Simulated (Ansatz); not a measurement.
# SiAs− (singlet): from Hartree-Fock to the top rungs, aug-cc-pVDZ

The task here is to estimate one member of a computed series from the others.

Program: Ansatz 0.2.0, Gaussian basis. Level of theory: aug-cc-pVDZ, core rule «outside noble gas», up to 19 orbitals frozen. These are calculated values, not measurements.

The runs, in order: UHF; CCSD(T) on RHF; CCSD(T) on UHF; BCCD(T) on RHF; CISD; CCSDT(Q) on RHF; CCSDT(Q) on UHF; CCSDTQ on RHF; CASSCF and MRCISD+Q, 10 electrons in 8 orbitals; CASSCF and NEVPT2, 10 electrons in 8 orbitals.

4 further runs of the same task are left out: 4 set aside as unsound or not needed. Runs told in other sessions of the task aren't counted.

### The geometry

The geometry is a PBE0/def2-TZVPD stationary point (not a proven minimum). No spin-orbit coupling is included. The filled d shell of As may be among the frozen orbitals whatever the setting's name suggests.

2 atoms, charge -1, spin multiplicity 1.

Atoms are counted from 1 here; the program's logs count them from 0.

Bond lengths: Si1–As2 2.097 Å.

The first run:

The input, in.yaml:

```yaml
crystal:
  periodic: [false, false, false]
  atoms:
    - {symbol: Si, position_ang: [0.000000, 0.000000, 0.000000]}
    - {symbol: As, position_ang: [0.000000, 0.000000, 2.097000]}
basis:
  gaussian: {orbitals: aug-cc-pVDZ}
total_charge: -1
magnetization: {spin_polarized: true, initial_magnetization: 0}
hamiltonian: {xc: hf}
output: {orbitals: {seedname: orbitals}}
```

Launch:

```
$ ansatz run in.yaml --threads 1 --pin off --events-out ev --progress --plain --max-ram 4096MiB --backend cpu
```

Steps of the session up to this table: UHF; CCSD(T) on RHF; CCSD(T) on UHF; BCCD(T) on RHF; CISD; CCSDT(Q) on RHF; CCSDT(Q) on UHF; CCSDTQ on RHF; CASSCF and MRCISD+Q, 10 electrons in 8 orbitals; CASSCF and NEVPT2, 10 electrons in 8 orbitals.

One of the session's tables, all rows but one given; the rest of the session is left out.

| method | from RCCSDTQ (meV) |
| --- | --- |
| RHF | +6519.7 |
| UHF | +6427.8 |
| RMP2 | +900.5 |
| CISD | +1067.3 |
| RCCSD | +463.9 |
| RCCSD(T) | +59.1 |
| BCCD(T) | ? |
| RCCSDT | +42.3 |
| RCCSDT(Q) | -3.2 |
| RCCSDTQ | 0 |
| CASSCF valence | +4527.6 |
| NEVPT2 valence | +1042.1 |
| MRCISD valence | +465.0 |
| MRCISD+Q valence | +35.2 |

Q: Estimate the row for BCCD(T) from the others.

The run gave: from RCCSDTQ (meV): +58.2. In the column «from RCCSDTQ (meV)» it lies between RCCSDT (+42.3) and RCCSD(T) (+59.1).

Limits of these values: The determinant of HF (⟨S²⟩ 0.54) is far from a pure spin state, so its energy mixes those of several spin states; that is harmless only where they are near-degenerate.
